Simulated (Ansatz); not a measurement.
# YbSi2: the cost of one run

Computed with Ansatz 0.2.0 (DFT PBEsol, scalar-relativistic, plane waves, PAW, unless a step's input says otherwise).

3 further runs of the same task are left out: 3 set aside as unsound or not needed.

## Step 1: Starting point

Symmetry: P6/mmm, No. 191, hexagonal system. Conventional cell: a = 4.003 Å, b = 4.003 Å, c = 3.813 Å, α = 90.00°, β = 90.00°, γ = 120.00°. Yb (site symmetry 6/mmm) has 12 Si at 3.00 Å as nearest neighbours. Around Si (site symmetry -6m2) lie 3 Si at 2.31 Å and 6 Yb at 3.00 Å.

As a file:

```
Yb Si
1.0
     4.00294    0.00000    0.00000
    -2.00147    3.46665    0.00000
     0.00000    0.00000    3.81271
Yb Si
1 2
Cartesian
  0.0000 0.0000 0.0000
  0.0000 2.3111 1.9064
  2.0015 1.1555 1.9064
```

It is the result of an earlier relaxation at this level (volume 17.64 Å³/atom; gap on the mesh: none (metal)).

## Step 2: Bulk reference on the slab's mesh

The input, input.yaml:

```yaml
crystal:
  lattice:
    - [4.0029383172, 0.0, 0.0]
    - [0.0, 3.8127127796, 0.0]
    - [2.0014691586, 0.0, 3.4666462725]
  atoms:
    - { symbol: Yb, position: [0.0, 0.0, 0.0] }
    - { symbol: Si, position: [0.3333333333, 0.5, 0.3333333333] }
    - { symbol: Si, position: [0.6666666667, 0.5, 0.6666666667] }
basis:
  ecutwfc: 420
kpoints:
  mp_grid: { grid: [9, 9, 10] }
hamiltonian:
  xc: pbesol
scf:
  occupations: { method: gaussian, width: 0.1 }
output:
  forces: true
  stress: true
  eigenvalues: true
```

Run with:

```sh
ansatz run input.yaml --threads 2 --pin off --max-ram 5632MiB --backend cpu --events-out ev --progress --plain --runs-dir out
```

Q: Estimate wall time and peak memory on 2 threads of Arm Neoverse V2, shared host.

About 6.1 s, with a peak of 0.47 GiB.
